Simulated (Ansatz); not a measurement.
# Zn2CdTe3: the cost of one run

Program: Ansatz 0.2.0. Level of theory: DFT PBE, scalar-relativistic, plane waves, PAW. These are calculated values, not measurements.

2 further runs of the same task are left out: 1 that didn't finish, 1 set aside as unsound or not needed.

### Step 1. The system as given

The structure is trigonal, space group P3m1 (No. 156). The conventional cell has a = 4.467 Å, b = 4.467 Å, c = 11.001 Å, α = 90.00°, β = 90.00°, γ = 120.00°. Around Zn (site symmetry 3m) lie 4 Te at 2.68 to 2.71 Å. Zn (site symmetry 3m) is surrounded by 4 Te at 2.67 to 2.71 Å. Cd (site symmetry 3m) is surrounded by 4 Te at 2.81 to 2.85 Å. Te (site symmetry 3m) has 3 Zn at 2.71 Å and 1 Cd at 2.85 Å as nearest neighbours. Around Te (site symmetry 3m) lie 4 Zn at 2.68 to 2.71 Å. Te (site symmetry 3m) has 1 Zn at 2.67 Å and 3 Cd at 2.81 Å as nearest neighbours.

Structure file:

```xyz
6
Lattice="4.4673 0.0000 0.0000 -2.2336 3.8688 0.0000 0.0000 0.0000 11.0010" Properties=species:S:1:pos:R:3 pbc="T T T"
Zn    0.0000    2.5792    7.2661
Zn    2.2336    1.2896    3.7470
Cd    0.0000    0.0000   10.9614
Te    0.0000    0.0000    8.1139
Te    0.0000    2.5792    4.5885
Te    2.2336    1.2896    1.0763
```

The cell was relaxed beforehand at this level, from a generated guess; it is a trial structure. At a tolerance of 0.02 Å it has space group P3m1 (No. 156); it has 31.69 Å³/atom, an uncorrected energy of -0.45 eV/atom over the elements.

### Step 2. Electronic structure at the relaxed geometry

Input file input.yaml:

```yaml
crystal:
  lattice:
    - [4.4672940209, 0.0, 0.0]
    - [-2.2336470104, 3.8687901083, 0.0]
    - [0.0, 0.0, 11.0010087319]
  atoms:
    - { symbol: Zn, position: [0.3333333333, 0.6666666667, 0.6604903831] }
    - { symbol: Zn, position: [0.6666666667, 0.3333333333, 0.3406078158] }
    - { symbol: Cd, position: [0.0, 0.0, 0.9964015394] }
    - { symbol: Te, position: [0.0, 0.0, 0.7375613903] }
    - { symbol: Te, position: [0.3333333333, 0.6666666667, 0.4171021174] }
    - { symbol: Te, position: [0.6666666667, 0.3333333333, 0.0978367542] }
basis:
  ecutwfc: 420
kpoints:
  mp_grid: { grid: [6, 6, 4] }
  band_path:
    path:
      - [[0.0, 0.0, 0.0], [0.5, 0.0, 0.0], [0.33333333, 0.33333333, 0.0], [0.0, 0.0, 0.0], [0.0, 0.0, 0.5], [0.5, 0.0, 0.5], [0.33333333, 0.33333333, 0.5], [0.0, 0.0, 0.5]]
      - [[0.5, 0.0, 0.5], [0.5, 0.0, 0.0]]
      - [[0.33333333, 0.33333333, 0.5], [0.33333333, 0.33333333, 0.0]]
    npoints: 14
hamiltonian:
  xc: pbe
scf:
  occupations: { method: gaussian, width: 0.02 }
  n_extra_bands: 15
output:
  forces: true
  stress: true
  eigenvalues: true
  populations: true
  dos: { projected: true, de: 0.02, nscf_kmesh: { grid: [9, 9, 6] } }
  bader: true
  write_density: true
  write_potential: true
  elf: true
  volumetric_format: npy
```

Launch:

```console
$ ansatz run input.yaml --threads 1 --pin off --max-ram 2560MiB --backend cpu --events-out ev --progress --plain --runs-dir out
```

What time and memory should one allow on 1 thread of Intel Xeon Platinum 8259CL at 2.50GHz (Skylake/Cascade Lake), shared host?

About 3.4 min, with a peak of 1.1 GiB.
